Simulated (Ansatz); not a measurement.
# Ge4Sb2O: the cost of one run

Method: DFT PBE, scalar-relativistic, plane waves, PAW, in Ansatz 0.2.0.

## (1) Starting point

Symmetry: I4/mmm, No. 139, tetragonal system. The conventional cell has a = 6.810 Å, b = 6.810 Å, c = 5.480 Å, α = 90.00°, β = 90.00°, γ = 90.00°. Ge (site symmetry m2m) has 4 Ge at 2.68 to 2.92 Å and 4 Sb at 2.82 Å and 3 O at 2.92 to 3.33 Å as nearest neighbours. Sb (site symmetry -4m2) is surrounded by 2 Sb at 2.74 Å and 8 Ge at 2.82 Å. Around O (site symmetry 4/mmm) lie 12 Ge at 2.92 to 3.33 Å.

As a file:

```
Ge Sb O
1.0
    -3.40489    3.40489    2.73994
     3.40489   -3.40489    2.73994
     3.40489    3.40489   -2.73994
Ge Sb O
4 2 1
Direct
  0.30288 0.30288 0.60576
  0.69712 0.69712 0.39424
  0.30288 0.69712 0.00000
  0.69712 0.30288 0.00000
  0.75000 0.25000 0.50000
  0.25000 0.75000 0.50000
  0.00000 0.00000 0.00000
```

The cell is invented: species swapped into a database cell of HfV2Ga4 (I4/mmm, No. 139), with O on the Hf sites, Sb on the V sites and Ge on the Ga sites. Its size is a rough estimate.

## (2) Probe: one point on a coarse mesh

input.yaml

```yaml
crystal:
  lattice:
    - [-3.40489129, 3.40489129, 2.73994238]
    - [3.40489129, -3.40489129, 2.73994238]
    - [3.40489129, 3.40489129, -2.73994238]
  atoms:
    - { symbol: Ge, position: [0.30287847, 0.30287847, 0.60575694] }
    - { symbol: Ge, position: [0.69712153, 0.69712153, 0.39424306] }
    - { symbol: Ge, position: [0.30287847, 0.69712153, 0.0] }
    - { symbol: Ge, position: [0.69712153, 0.30287847, 0.0] }
    - { symbol: Sb, position: [0.75, 0.25, 0.5] }
    - { symbol: Sb, position: [0.25, 0.75, 0.5] }
    - { symbol: O, position: [0.0, 0.0, 0.0] }
basis:
  ecutwfc: 420
kpoints:
  mp_grid: { grid: [4, 4, 4] }
hamiltonian:
  xc: pbe
scf:
  occupations: { method: gaussian, width: 0.1 }
  lower_state_search: "off"
output:
  forces: true
  stress: true
  eigenvalues: true
```

Launch:

```console
$ ansatz run input.yaml --threads 1 --pin off --max-ram 2048MiB --backend cpu --events-out ev --progress --plain --runs-dir out
```

What time and memory should one allow on 1 thread of Arm Neoverse V2, shared host?

About 4.7 s, with a peak of 0.42 GiB.
